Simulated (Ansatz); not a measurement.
**CH4BrClGe: one species, many methods**

Aim: compute CH4BrClGe with functionals from several rungs and with coupled cluster, and see how far each lands from CCSD(T) at the basis-set limit for the atomisation energy.

Program: Ansatz 0.2.0, Gaussian basis. Level of theory: functionals in def2-TZVPP, the program's frozen cores in correlated methods. These are calculated values, not measurements.

Levels to be run: LDA (SPW92), PBE-D4, revPBE-D4, BLYP-D4, r2SCAN-D4, B97M-V, PBE0-D4, B3LYP-D4, r2SCANh-D4, r2SCAN0-D4, HSE06-D4, BHLYP-D4, CAM-B3LYP-D4, LC-ωPBE, ωB97X-V, ωB97M-V, B2PLYP, PBE-QIDH; CCSD(T)/def2-SVP; CCSD(T)/def2-TZVPP; MP2/def2-QZVPP; extrapolation to the limit; RPA on PBE.

**1. Structure used throughout**

An earlier PBE0-D4 in a triple-zeta def2 set relaxation fixed the geometry.

SMILES `Cl[CH]([GeH3])Br`, 8 atoms, charge 0, spin multiplicity 1.

Atoms are counted from 1 here; the program's logs count them from 0.

Bond lengths: Cl1–C2 1.767 Å, C2–Ge3 1.978 Å, C2–Br4 1.943 Å, C2–H5 1.087 Å, Ge3–H6 1.536 Å, Ge3–H7 1.534 Å, Ge3–H8 1.530 Å. Angles: Cl1–C2–Ge3 110.5°, Cl1–C2–Br4 111.7°, Cl1–C2–H5 107.1°, Ge3–C2–Br4 109.6°, Ge3–C2–H5 112.6°, Br4–C2–H5 105.2°, C2–Ge3–H6 107.8°, C2–Ge3–H7 108.1°, C2–Ge3–H8 107.3°, H6–Ge3–H7 110.8°, H6–Ge3–H8 111.3°, H7–Ge3–H8 111.5°.

**2. LDA**

This LDA is Slater exchange with PW92 correlation.

Contents of in.yaml:

```yaml
crystal:
  periodic: [false, false, false]
  atoms:
    - {symbol: Cl, position_ang: [-2.051392, 0.936884, 0.061063]}
    - {symbol: C, position_ang: [-0.489243, 0.504356, -0.641852]}
    - {symbol: Ge, position_ang: [0.641851, -0.412766, 0.697377]}
    - {symbol: Br, position_ang: [-0.694348, -0.627828, -2.207197]}
    - {symbol: H, position_ang: [-0.038736, 1.422079, -1.010476]}
    - {symbol: H, position_ang: [0.810908, 0.533633, 1.894870]}
    - {symbol: H, position_ang: [1.998110, -0.716490, 0.047388]}
    - {symbol: H, position_ang: [-0.084951, -1.696868, 1.103027]}
basis:
  gaussian: {orbitals: def2-TZVPP}
hamiltonian: {xc: lda}
output: {orbitals: {seedname: orbitals}}
```

Further steps of the session: PBE-D4 (GGA); revPBE-D4 (GGA); BLYP-D4 (GGA); r2SCAN-D4 (meta-GGA); B97M-V (meta-GGA); PBE0-D4 (hybrid); B3LYP-D4 (hybrid); r2SCANh-D4 (hybrid); r2SCAN0-D4 (hybrid); HSE06-D4 (hybrid); BHLYP-D4 (hybrid); CAM-B3LYP-D4 (range-separated); LC-ωPBE (range-separated); ωB97X-V (range-separated); ωB97M-V (range-separated); B2PLYP (double hybrid); PBE-QIDH (double hybrid); CCSD(T) in def2-SVP; CCSD(T) in def2-TZVPP; MP2 in def2-QZVPP; RPA on PBE orbitals.

Q: Predict the results of all the runs planned. Wanted: atomisation energy, CCSD(T)/CBS; farthest beyond LDA; mean size of error, GGA; mean size of error, meta-GGA; mean size of error, hybrid; mean size of error, range-separated; mean size of error, double hybrid; gap, smallest and largest; T1 diagnostic.

The runs gave:

```
                               quantity                                                              value
        atomisation energy, CCSD(T)/CBS                                                          23.483 eV
    functionals within 0.235 eV (1.0 %)  PBE-D4, r2SCAN-D4, B97M-V, PBE0-D4, r2SCANh-D4, HSE06-D4, ωB97X-V
                    farthest beyond LDA                                               BHLYP-D4 (-1.020 eV)
                mean size of error, GGA                                                           0.382 eV
           mean size of error, meta-GGA                                                           0.033 eV
             mean size of error, hybrid                                                           0.405 eV
    mean size of error, range-separated                                                           0.320 eV
      mean size of error, double hybrid                                                           0.440 eV
              gap, smallest and largest                          4.72 eV (LDA (SPW92)), 12.09 eV (LC-ωPBE)
                          T1 diagnostic                                                             0.0098
triples share of the correlation energy                                                              3.8 %
```

In words: LDA overbinds by 3.568 eV (15 %). PBE-D4 misses by +0.170 eV. Double hybrids carry the basis error of their MP2 part in triple zeta, and no dispersion term here, so their miss is partly the set-up's. Taken by rung, meta-GGA functionals do best (0.033 eV on average) and double hybrid ones worst beyond LDA (0.440 eV). Misses under about 0.235 eV are within the doubt on the reference itself, which lacks core-valence correlation, relativity and higher excitations, and its outer-core shells are covered unevenly. All levels share the lack of spin-orbit coupling, which lowers the free heavy atoms and so the true binding. Hartree-Fock recovers 69 % of the binding; the rest is correlation. CCSD(T) in def2-SVP is off by -1.757 eV, worse than the median functional, from the basis alone. Orbital gaps span 4.7 to 12.1 eV; exact exchange widens them. Correlated methods include outer-core shells of Br, Ge, which these sets cover unevenly.
